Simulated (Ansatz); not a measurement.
# Ba2Ho3Te: the cost of one run

Program: Ansatz 0.2.0. Level of theory: DFT PBE, scalar-relativistic, plane waves, PAW; 4f electrons in the core of a trivalent norm-conserving potential, unless a step names another level. These are calculated values, not measurements.

10 further runs of the same task are left out: 3 that didn't finish, 7 set aside as unsound or not needed.

## (1) The formula and the candidates

Pauling electronegativities: Ba 0.89, Ho 1.23, Te 2.10 (spread 1.21). No set of common oxidation states balances it. Tabulated atomic sizes suggest about 29 Å³/atom. 20 candidates were drawn, by swapping species into database cells of other compounds, at random by space group and Wyckoff sites, or by hand, as the table says:

```tsv
name	made from	space group no.	Wyckoff sites	atoms (primitive cell)	V (Å³/atom)
c01	random	99	Ba 1b, 1b; Ho 2c, 1a; Te 1a	6	31.5
c02	database cell of Sn2GeTe3	164	Ba 2d; Ho 2d, 1a; Te 1b	6	31.7
c03	random	139	Ba 4e; Ho 4d, 2b; Te 2a	6	32.2
c04	random	183	Ba 2b; Ho 2b, 1a; Te 1a	6	31.8
c05	random	191	Ba 2d; Ho 2e, 1a; Te 1b	6	31.1
c06	database cell of Li3PrSb2	164	Ba 2d; Ho 2d, 1b; Te 1a	6	33.5
c07	database cell of Nd2In3Cu	25	Ba 1a, 1b; Ho 1d, 1d, 1c; Te 1c	6	32.2
c08	random	191	Ba 2d; Ho 3f; Te 1a	6	33.0
c09	random	191	Ba 2e; Ho 3f; Te 1a	6	30.6
c10	random	139	Ba 4d; Ho 4e, 2a; Te 2b	6	31.2
c11	random	166	Ba 6c; Ho 9e; Te 3a	6	36.3
c12	database cell of TbCo2Ni3	65	Ba 4f; Ho 2c, 4i; Te 2a	6	32.2
c13	database cell of Er2Al3Co	166	Ba 6c; Ho 9d; Te 3a	6	31.4
c14	random	71	Ba 4j; Ho 4h, 2a; Te 2b	6	36.4
c15	random	189	Ba 2e; Ho 3f; Te 1b	6	35.0
c16	random	123	Ba 1d, 1a; Ho 2f, 1c; Te 1b	6	33.3
c17	database cell of Ce2Ga3Cu	156	Ba 1b, 1b; Ho 1c, 1c, 1a; Te 1a	6	30.7
c18	random	99	Ba 2c; Ho 2c, 1b; Te 1a	6	30.5
c19	random	69	Ba 8f; Ho 8i, 4b; Te 4a	6	36.7
c20	database cell of CeGa2Cu3	65	Ba 4f; Ho 4i, 2d; Te 2b	6	27.8
```

## (2) Screening run of c06

Input file input.yaml:

```yaml
crystal:
  lattice:
    - [5.24948306, 0.0, 0.0]
    - [-2.62474153, 4.54618568, 0.0]
    - [0.0, 0.0, 8.41938987]
  atoms:
    - { symbol: Ba, position: [0.66666667, 0.33333333, 0.7428062] }
    - { symbol: Ba, position: [0.33333333, 0.66666667, 0.2571938] }
    - { symbol: Ho, position: [0.66666667, 0.33333333, 0.35400483] }
    - { symbol: Ho, position: [0.33333333, 0.66666667, 0.64599517] }
    - { symbol: Ho, position: [0.0, 0.0, 0.5] }
    - { symbol: Te, position: [0.0, 0.0, 0.0] }
basis:
  ecutwfc: 690
kpoints:
  mp_grid: { grid: [4, 4, 2] }
hamiltonian:
  xc: pbe
  pseudopotentials:
    kind: paw
    azcp: { Ho: "pseudopotentials/pbe/nc/lanthanide_3plus/Ho.nc.azcp" }
scf:
  occupations: { method: gaussian, width: 0.2 }
  lower_state_search: "off"
output:
  forces: true
  stress: true
  eigenvalues: true
relax:
  adjacent_minimum: "off"
  f_tol: 0.08
  max_steps: 16
  cell: { stress_tol: 0.8 }
```

Launch:

```
$ ansatz run input.yaml --threads 1 --pin off --max-ram 2816MiB --backend cpu --events-out ev --progress --plain --runs-dir out
```

**Question.** How long does this run take on 1 thread of Arm Neoverse V2, shared host, and how much memory does it need?

About 100 s, with a peak of 0.64 GiB.
